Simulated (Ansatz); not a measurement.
# Be16Co: the cost of one run

Method: DFT LDA, plane waves, PAW, scalar-relativistic, collinear spin, in Ansatz 0.2.0.

### 1 Starting point

The cell holds 17 atoms (Be16Co): a = 4.580 Å, b = 4.580 Å, c = 17.383 Å, α = 90.00°, β = 90.00°, γ = 60.00°.

The coordinates stand in the first input below.

### 2 Relaxing the start

input.yaml reads:

```yaml
accuracy: low
crystal:
  lattice:
    - [4.58, 0.0, 0.0]
    - [2.29, 3.966396, 0.0]
    - [0.0, 0.0, 17.382645]
  atoms:
    - { symbol: Be, position: [-0.1666667, 0.3333333, 0.0575286] }
    - { symbol: Be, position: [0.3333333, 0.3333333, 0.0575286] }
    - { symbol: Be, position: [-0.1666667, 0.8333333, 0.0575286] }
    - { symbol: Be, position: [0.3333333, 0.8333333, 0.0575286] }
    - { symbol: Be, position: [0.0, 0.0, 0.1607474] }
    - { symbol: Be, position: [0.5, 0.0, 0.1607474] }
    - { symbol: Be, position: [0.0, 0.5, 0.1607474] }
    - { symbol: Be, position: [0.5, 0.5, 0.1607474] }
    - { symbol: Be, position: [-0.1666667, 0.3333333, 0.2639662] }
    - { symbol: Be, position: [0.3333333, 0.3333333, 0.2639662] }
    - { symbol: Be, position: [-0.1666667, 0.8333333, 0.2639662] }
    - { symbol: Be, position: [0.3333333, 0.8333333, 0.2639662] }
    - { symbol: Be, position: [0.0, 0.0, 0.3671849] }
    - { symbol: Be, position: [0.5, 0.0, 0.3671849] }
    - { symbol: Be, position: [0.0, 0.5, 0.3671849] }
    - { symbol: Be, position: [0.5, 0.5, 0.3671849] }
    - { symbol: Co, position: [0.1601283, 0.6658755, 0.4753388], spin: 1.0 }
magnetization:
  spin_polarized: true
basis:
  ecutwfc: 420.0
kpoints:
  mp_grid: { grid: [3, 3, 1] }
hamiltonian:
  xc: lda
scf:
  occupations: { method: fermi_dirac, width: 0.1 }
  lower_state_search: "off"
relax:
  f_tol: 0.08
  max_steps: 25
  adjacent_minimum: "off"
  constraints: [{ sites: [0, 1, 2, 3] }]
output:
  write_density: true
  write_potential: true
  elf: true
  volumetric_format: npy
```

Command:

```
> ansatz run input.yaml --threads 1 --pin off --max-ram 3072MiB --backend cpu --events-out ev --progress --plain --runs-dir out
```

**Question.** How long does this run take on 1 thread of Arm Neoverse V1, shared host, and how much memory does it need?

About 90 s, with a peak of 0.51 GiB.
